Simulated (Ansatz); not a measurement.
**GaBr (SMILES [Ga][Br]): levels of theory compared**

Aim: a comparison of 6 runs (BHLYP/STO-3G, BLYP/STO-3G, UB3LYP/STO-3G, UPBE/STO-3G, UPBE0/STO-3G, MP2/STO-3G) of GaBr. 

The calculation is run with Ansatz 0.2.0.

42 further runs of the same task are left out: 21 that didn't finish, 21 set aside as unsound or not needed.

## Step 1: The structure to begin with

GaBr has 2 atoms, charge 0, and is taken as a singlet. SMILES: `[Ga][Br]`. The Br2–Ga1 distance was set to 2.968 Å, away from the relaxed value.

Bond lengths: Ga1–Br2 2.968 Å.

## Step 2: A single-point energy at BHLYP/STO-3G (run 1)

Input file run.yaml:

```yaml
basis:
  gaussian:
    orbitals: STO-3G
crystal:
  periodic: [false, false, false]
  atoms:
    - symbol: Ga
      position_ang: [-0.000000, -0.000000, -0.579780]
    - symbol: Br
      position_ang: [0.000000, 0.000000, 2.388120]
hamiltonian:
  xc: {name: BHLYP}
accuracy: high
```

Launch:

```sh
$ ansatz run run.yaml --threads 1 --pin off --max-ram 3480MiB --events-out events.jsonl --progress --plain --runs-dir runs
```

Log:

```text
Warning: RAYON_NUM_THREADS=1 ignored (pool sized by the plan → 1); use --threads N
Functional definition: BHLYP
  name "BHLYP"
  parameter a = 0.5
  exchange = (1 - a)*b88_x + a*exact_x
  correlation = lyp_c
414 factors; integrals over basis functions are off by at most 2.4e-8 eV
mean field evaluation 1: about -120736.2533 eV, gradient 1.8e1 eV
mean field evaluation 2: about -120861.3315 eV, gradient 4.0e1 eV
mean field evaluation 4: about -120877.2772 eV, gradient 8.1e1 eV
mean field evaluation 8: about -120919.7508 eV, gradient 1.3e2 eV
mean field evaluation 16: about -121043.4970 eV, gradient 5.6e0 eV
mean field evaluation 32: about -121043.7443 eV, gradient 1.3e-1 eV
mean field evaluation 64: about -121035.5118 eV, gradient 4.1e1 eV
mean field evaluation 96: about -121028.4262 eV, gradient 4.0e1 eV
mean field evaluation 128: about -121043.7375 eV, gradient 1.5e-1 eV
mean field evaluation 160: about -121028.8072 eV, gradient 1.8e1 eV
mean field evaluation 192: about -121041.8411 eV, gradient 1.6e1 eV
mean field evaluation 224: about -121043.7030 eV, gradient 2.8e0 eV
mean field -121043.75250173 eV, -4448.2758580364 hartree, gradient 2.1e-8 eV, S^2 0.000000; 13 other end points of the search recorded, 0 dependent functions left out
reference -121043.75251985 eV, -4448.2758587020 hartree; 33, 33 occupied and 3, 3 virtual orbitals, 414 factors
Total energy: -121043.75251985 eV, -4448.2758587020 hartree
```

Wall time 12 s (1 thread of Arm Neoverse V2, shared host); peak memory 0.11 GiB.

## Step 3: The energy at BLYP/STO-3G (run 2)

Input file job.yaml:

```yaml
crystal:
  periodic: [false, false, false]
  atoms:
    - {symbol: Ga, position_ang: [-0.000000, -0.000000, -0.579780]}
    - {symbol: Br, position_ang: [0.000000, 0.000000, 2.388120]}
basis:
  gaussian:
    orbitals: STO-3G
accuracy: high
hamiltonian:
  xc: {name: BLYP}
```

Launch:

```sh
$ ansatz run job.yaml --threads 1 --pin off --max-ram 3480MiB --events-out events.jsonl --progress --plain --runs-dir runs
```

Log (excerpt; [...] marks lines left out):

```text
Warning: RAYON_NUM_THREADS=1 ignored (pool sized by the plan → 1); use --threads N
Functional definition: BLYP
  name "BLYP"
[...]
414 factors; integrals over basis functions are off by at most 2.4e-8 eV
[...]
mean field -121035.01087149 eV, -4447.9546090503 hartree, gradient 2.5e-8 eV, S^2 0.000000; 5 other end points of the search recorded, 0 dependent functions left out
reference -121035.01090688 eV, -4447.9546103510 hartree; 33, 33 occupied and 3, 3 virtual orbitals, 414 factors
Total energy: -121035.01090688 eV, -4447.9546103510 hartree
```

Wall time 11 s (1 thread of Arm Neoverse V2, shared host); peak memory 0.092 GiB.

Runs 3 to 5 aren't shown in full; the table further down has their settings and results.

## Step 4: The energy at MP2/STO-3G (run 6)

Input file input.yaml:

```yaml
basis:
  gaussian:
    orbitals: STO-3G
crystal:
  periodic: [false, false, false]
  atoms:
    - {symbol: Ga, position_ang: [-0.000000, -0.000000, -0.579780]}
    - {symbol: Br, position_ang: [0.000000, 0.000000, 2.388120]}
total_charge: 0
correlation:
  method: mp2
  frozen_orbitals: {Br: 9, Ga: 9}
accuracy: high
```

Launch:

```sh
$ ansatz run input.yaml --threads 1 --pin off --max-ram 3480MiB --events-out events.jsonl --progress --plain --runs-dir runs
```

Log (excerpt; [...] marks lines left out):

```text
Warning: RAYON_NUM_THREADS=1 ignored (pool sized by the plan → 1); use --threads N
Functional definition: HF
  name "HF"
[...]
414 factors; integrals over basis functions are off by at most 2.4e-8 eV
[...]
mean field -120967.48623467 eV, -4445.4731244169 hartree, gradient 2.9e-8 eV, S^2 0.000000; 14 other end points of the search recorded, 0 dependent functions left out; unrestricted orbitals would lower it
[...]
unrestricted determinant -120971.52984155 eV, -4445.6217242291 hartree, S^2 1.3806
18 core orbitals not correlated: weight in the atoms' cores, before any rotation towards them, 1.000 or more for the frozen orbitals, at most 0.000 for the correlated occupied ones
reference -120967.48623467 eV, -4445.4731244169 hartree; 15, 15 occupied and 3, 3 virtual orbitals, 414 factors
second order -1.39943804 eV of doubles, -0.00000000 eV of singles
WARN: the method's energy lies above the unrestricted determinant's, so it is not that of the lowest state
Total energy: -120968.88567271 eV, -4445.5245528165 hartree
```

Wall time 3.6 s (1 thread of Arm Neoverse V2, shared host); peak memory 0.13 GiB.

## Step 5: The series

| run | level | frozen core orbitals | energy (Eh) | wall time |
| --- | --- | --- | --- | --- |
| 1 | BHLYP/STO-3G | – | -4448.275859 | 12 s |
| 2 | BLYP/STO-3G | – | -4447.954610 | 11 s |
| 3 | UB3LYP/STO-3G | – | -4448.148173 | 46 s |
| 4 | UPBE/STO-3G | – | -4447.377957 | 62 s |
| 5 | UPBE0/STO-3G | – | -4447.747074 | 49 s |
| 6 | MP2/STO-3G | 18 | -4445.524553 | 3.6 s |

## Step 6: Outcome

```
                                           quantity           value
                                run 6: total energy  -4445.52455 Eh
run 6: correlation energy (18 core orbitals frozen)       -51.4 mEh
```

**Reading.** Totals of different functionals can't be ranked against each other. In run 6 the log says that unrestricted orbitals would lower the reference, so the values rest on an unstable closed-shell determinant (other closed-shell runs at this shape may share the fault). In runs 1, 2, 3, 4, 5, 6 the basis is minimal, so the values are rough. Spin contamination of the reference: run 5 ⟨S²⟩ = 0.85, run 4 ⟨S²⟩ = 0.84, run 3 ⟨S²⟩ = 0.84. Where it is this large, the reference is a mixture of spin states, and values that rest on it are in doubt. All runs together took 3.1 min, the longest 62 s.
